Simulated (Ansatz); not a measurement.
# C2H3NO2Se: the cost of one run

All numbers below are computed with Ansatz 0.2.0 (RKS B3LYP-D4/def2-SVP).

### 1 The structure to begin with

Bond lengths: N1–C2 1.291 Å, C2–Se3 2.054 Å, C2–C4 1.408 Å, Se3–C4 1.744 Å, C4–O5 1.464 Å, C4–O6 1.438 Å, N1–H7 1.071 Å, O5–H8 0.989 Å, O6–H9 1.019 Å. Angles: N1–C2–Se3 148.7°, N1–C2–C4 154.5°, Se3–C2–C4 56.9°, C2–N1–H7 116.2°, C2–Se3–C4 42.6°, C2–C4–Se3 80.6°, C2–C4–O5 114.1°, C2–C4–O6 118.6°, Se3–C4–O5 112.6°, Se3–C4–O6 117.6°, O5–C4–O6 110.5°, C4–O5–H8 103.5°, C4–O6–H9 106.2°.

As a file:

```xyz
9

N     1.7191    0.1046   -1.1258
C     0.8977   -0.2434   -0.1920
Se    0.5582   -1.2747    1.5521
C    -0.3537   -0.2743    0.4532
O    -1.3813   -1.0258   -0.2707
O    -0.8953    0.9556    0.9651
H     1.3236    0.7393   -1.8919
H    -1.6309   -0.4202   -1.0112
H    -0.1490    1.3926    1.5041
```

### 2 End point A

File input.yaml:

```yaml
crystal:
  periodic: [false, false, false]
  atoms:
    - { symbol: "N", position_ang: [1.7191, 0.1046, -1.1258] }
    - { symbol: C, position_ang: [0.8977, -0.2434, -0.192] }
    - { symbol: Se, position_ang: [0.5582, -1.2747, 1.5521] }
    - { symbol: C, position_ang: [-0.3537, -0.2743, 0.4532] }
    - { symbol: O, position_ang: [-1.3813, -1.0258, -0.2707] }
    - { symbol: O, position_ang: [-0.8953, 0.9556, 0.9651] }
    - { symbol: H, position_ang: [1.3236, 0.7393, -1.8919] }
    - { symbol: H, position_ang: [-1.6309, -0.4202, -1.0112] }
    - { symbol: H, position_ang: [-0.149, 1.3926, 1.5041] }
basis:
  gaussian: { orbitals: def2-SVP }
hamiltonian:
  xc: b3lyp
  dispersion: d4
relax:
  f_tol: 0.015
  max_steps: 40
```

The run is started by

```
ansatz run input.yaml --threads 2 --pin off --max-ram 3072MiB --backend cpu --events-out ev --progress --plain --runs-dir out
```

**Question.** How long does this run take on 2 threads of Arm Neoverse V1, shared host, and how much memory does it need?

About 76 s, with a peak of 0.31 GiB.
